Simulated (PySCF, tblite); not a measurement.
**C6H7F2N: geometry, infrared bands and NMR shifts**

Aim: predict the infrared bands and NMR shifts of C6H7F2N (`Cc1cc(CF)[nH]c1F`).

Computed with tblite 0.8.0 and PySCF 2.14.0, with density-fitted response routines of our own, on a single molecule in the gas phase. Atoms are numbered from 0 throughout.

### Step 1. The molecule as given

16 atoms, charge 0, multiplicity 1; geometry from: force field or distance geometry start.

Bonds of the start (Å): C0–C1 1.49, C1–C2 1.41, C2–C3 1.39, C3–C4 1.51, C4–F5 1.36, C3–N6 1.35, N6–C7 1.35, C7–F8 1.36, C7–C1 1.39, C0–H9 1.14, C0–H10 1.11, C0–H11 1.11, C2–H12 1.08, C4–H13 1.11, C4–H14 1.12, N6–H15 1.03.

### Step 2. Relaxing the molecule with GFN2-xTB

Job settings and geometry (Å):

```
{"job": {"kind": "relax", "xc": "GFN2-xTB", "basis": "xTB"}, "charge": 0, "multiplicity": 1}
C     -2.497200    -0.224900     0.377800
C     -1.088000     0.114600     0.043300
C     -0.012800    -0.747500     0.331300
C      1.103600    -0.059400    -0.133200
C      2.497500    -0.628400    -0.020300
F      3.093600    -0.274700     1.147900
N      0.740800     1.136200    -0.649000
C     -0.598200     1.276200    -0.545700
F     -1.328300     2.343400    -0.967300
H     -2.752900     0.297200     1.353500
H     -2.649100    -1.305900     0.593800
H     -3.219900     0.097400    -0.394900
H     -0.084800    -1.718600     0.803700
H      3.088900    -0.431800    -0.938700
H      2.359900    -1.737900     0.038600
H      1.339200     1.872900    -1.052000
```

On the command line:

```sh
$ OMP_NUM_THREADS=1 python probes_run.py task.json out
```

The driver reads the jobs from task.json and runs them one after another.

**Question.** This job is followed by: GFN2-xTB harmonic vibrations, gas phase; GIAO PBE0/pcSseg-1 NMR shielding, non-relativistic, gas phase. Predict these results of the whole session: strongest single infrared mode (GFN2-xTB); zero-point energy (GFN2-xTB); ¹³C shifts against TMS (PBE0/pcSseg-1); ¹H shifts against TMS (PBE0/pcSseg-1, means over atoms taken as alike); ¹⁹F shifts against CFCl3 (PBE0/pcSseg-1); ¹⁵N shifts against NH3 (PBE0/pcSseg-1).

The runs gave:

| quantity | value |
| --- | --- |
| strongest single infrared mode (GFN2-xTB) | 972 cm⁻¹, 84 km/mol |
| zero-point energy (GFN2-xTB) | 75.0 kcal/mol |
| ¹³C shifts against TMS (PBE0/pcSseg-1) | 153.1, 120.3, 115.0, 100.3, 81.3, 10.0 ppm |
| ¹H shifts against TMS (PBE0/pcSseg-1, means over atoms taken as alike) | 7.45, 6.17, 5.51, 2.19 ppm |
| ¹⁹F shifts against CFCl3 (PBE0/pcSseg-1) | -152.9, -229.7 ppm |
| ¹⁵N shifts against NH3 (PBE0/pcSseg-1) | 156.3 ppm |

What this shows: Relaxing lowered the energy by 0.434 eV in 126 steps; the close pair that moved most is C0–H9, from 1.136 to 1.089 Å. All 42 modes are real, so the xTB geometry is a minimum. The strongest single mode, at 972 cm⁻¹, moves mainly C4 and F5. Unscaled tight-binding wavenumbers are off by several per cent, some by more. Its intensities can rank the bands wrongly. NICS(1)zz of -25 ppm above the planar ring from C1 marks a diatropic (aromatic) ring current.
